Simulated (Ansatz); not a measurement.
**CHGeN+ (quartet): from Hartree-Fock to the top rungs, cc-pVDZ**

One table from this session's results is given with a row withheld; the runs are named, their logs left out.

Method: cc-pVDZ, core rule «outside noble gas», up to 16 orbitals frozen; program: Ansatz 0.2.0, Gaussian basis.

The runs, in order: UHF; CCSD(T) on ROHF; CCSD(T) on UHF; BCCD(T) on ROHF; CISD; CCSDT(Q) on ROHF; CCSDT(Q) on UHF.

22 further runs of the same task are left out: 10 that didn't finish, 12 set aside as unsound or not needed.

### The system

The geometry is a PBE0/def2-TZVP stationary point (not a proven minimum) of the parent state, kept for this charge and spin. No spin-orbit coupling is included. The filled d shell of Ge may be among the frozen orbitals whatever the setting's name suggests; the logs give the count.

4 atoms, charge 1, spin multiplicity 4.

Atoms are counted from 1 here; the program's logs count them from 0.

Bond lengths: C1–Ge2 1.761 Å, C1–H4 1.081 Å, Ge2–N3 1.714 Å. Angles: Ge2–C1–H4 142.6°, C1–Ge2–N3 153.3°.

Coordinates:

```
C     0.0000   -0.3297    1.7088
Ge    0.0000    0.1043    0.0022
N     0.0000   -0.2652   -1.6714
H     0.0000    0.0957    2.7027
```

The first run:

in.yaml reads:

```yaml
crystal:
  periodic: [false, false, false]
  atoms:
    - {symbol: C, position_ang: [0.000000, -0.329717, 1.708835]}
    - {symbol: Ge, position_ang: [0.000000, 0.104328, 0.002227]}
    - {symbol: N, position_ang: [0.000000, -0.265212, -1.671357]}
    - {symbol: H, position_ang: [0.000000, 0.095735, 2.702665]}
basis:
  gaussian: {orbitals: cc-pVDZ}
total_charge: 1
magnetization: {spin_polarized: true, initial_magnetization: 3}
hamiltonian: {xc: hf}
output: {orbitals: {seedname: orbitals}}
```

The run is started by

```bash
$ ansatz run in.yaml --threads 1 --pin off --events-out ev --progress --plain --max-ram 2393MiB
```

Among the steps run: UHF; CCSD(T) on ROHF; CCSD(T) on UHF; BCCD(T) on ROHF; CISD; CCSDT(Q) on ROHF; CCSDT(Q) on UHF.

One table of the session follows, with a row left open; its other results are not shown here.

| method | from RCCSDT(Q) (meV) |
| --- | --- |
| UHF | +8386.8 |
| RMP2 | +1317.4 |
| UMP2 | +1960.8 |
| RCCSD | +559.8 |
| UCCSD | +463.8 |
| RCCSD(T) | +110.3 |
| UCCSD(T) | +135.0 |
| BCCD(T) | +124.0 |
| RCCSDT | +60.1 |
| UCCSDT | ? |
| RCCSDT(Q) | 0 |
| UCCSDT(Q) | -6.9 |

**Question.** Estimate the row for UCCSDT.

The run gave: from RCCSDT(Q) (meV): +38.5. In the column «from RCCSDT(Q) (meV)» it lies between RCCSDT(Q) (0) and RCCSDT (+60.1).

Not comparable, so not listed: CISD (they don't share determinant, frozen orbitals or solution with the rows shown, or repeat one).

Limits of these values: The determinant is far from a pure spin state, so its energy mixes those of several spin states (harmless only where they are near-degenerate, as at dissociation). The report flags that the cluster equations may have other roots. Left out of the table: ROHF (another determinant or state than the rows shown). The program flags RCCSD(T), BCCD(T), RCCSDT(Q) as in doubt, so the zero of the table is itself unsure. Warnings: spin contamination; coupled cluster took another determinant than the lowest; large T1 diagnostic. Restricted and unrestricted rows rest on different reference determinants; where their highest levels disagree by more than a few hundredths of an eV, they describe different states and don't form one ladder.
